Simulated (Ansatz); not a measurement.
# Bi2Te2O: the cost of one run

Method: DFT PBE, scalar-relativistic, plane waves, PAW, unless a step names another level, in Ansatz 0.2.0.

4 further runs of the same task are left out: 3 that didn't finish, 1 set aside as unsound or not needed. Runs told in other sessions of the task aren't counted.

### Step 1. The structure to begin with

It takes space group P4/nmm (No. 129, tetragonal). Conventional cell: a = 4.222 Å, b = 4.222 Å, c = 16.425 Å, α = 90.00°, β = 90.00°, γ = 90.00°. Bi (site symmetry 4mm) has 5 Te at 2.89 to 3.12 Å in its first shell of neighbours. Bi (site symmetry 4mm) is surrounded by 4 O at 2.42 Å. Te (site symmetry 4mm) has 1 Bi at 2.89 Å in its first shell of neighbours. Te (site symmetry 4mm) has 4 Bi at 3.12 Å in its first shell of neighbours. O (site symmetry -4m2) is surrounded by 4 Bi at 2.42 Å.

Coordinates:

```
CELL_PARAMETERS angstrom
4.22223 0.00000 0.00000
0.00000 4.22223 0.00000
0.00000 0.00000 16.42482
ATOMIC_POSITIONS crystal
Bi 0.00000 0.50000 0.64798
Bi 0.50000 0.00000 0.92762
Bi 0.00000 0.50000 0.07238
Bi 0.50000 0.00000 0.35202
Te 0.00000 0.50000 0.82422
Te 0.50000 0.00000 0.59280
Te 0.50000 0.00000 0.17578
Te 0.00000 0.50000 0.40720
O 0.50000 0.50000 0.00000
O 0.00000 0.00000 0.00000
```

It came out lowest among 27 distinct ends of the trial cells. At a tolerance of 0.02 Å it has space group P4/nmm (No. 129).

### Step 2. Tight relaxation for the response runs, on the response runs' mesh and smearing

Input file input.yaml:

```yaml
crystal:
  lattice:
    - [4.2222286657, 0.0, 0.0]
    - [0.0, 4.2222286657, 0.0]
    - [0.0, 0.0, 16.4248238078]
  atoms:
    - { symbol: Bi, position: [0.0, 0.5, 0.6479761562] }
    - { symbol: Bi, position: [0.5, 0.0, 0.9276165941] }
    - { symbol: Bi, position: [0.0, 0.5, 0.0723834059] }
    - { symbol: Bi, position: [0.5, 0.0, 0.3520238438] }
    - { symbol: Te, position: [0.0, 0.5, 0.8242175812] }
    - { symbol: Te, position: [0.5, 0.0, 0.5928015668] }
    - { symbol: Te, position: [0.5, 0.0, 0.1757824188] }
    - { symbol: Te, position: [0.0, 0.5, 0.4071984332] }
    - { symbol: O, position: [0.5, 0.5, 0.0] }
    - { symbol: O, position: [0.0, 0.0, 0.0] }
basis:
  ecutwfc: 420
kpoints:
  mp_grid: { grid: [8, 8, 4] }
hamiltonian:
  xc: pbe
scf:
  occupations: { method: fixed }
output:
  forces: true
  stress: true
  eigenvalues: true
relax:
  adjacent_minimum: "off"
  f_tol: 0.001
  max_steps: 60
  cell: { stress_tol: 0.01 }
```

Started as:

```
$ ansatz run input.yaml --threads 3 --pin off --max-ram 7680MiB --backend cpu --events-out ev --progress --plain --runs-dir out
```

**Question.** How long does this run take on 3 threads of Intel Xeon 6975P-C (Granite Rapids), shared host, and how much memory does it need?

About 61 s, with a peak of 1.3 GiB.
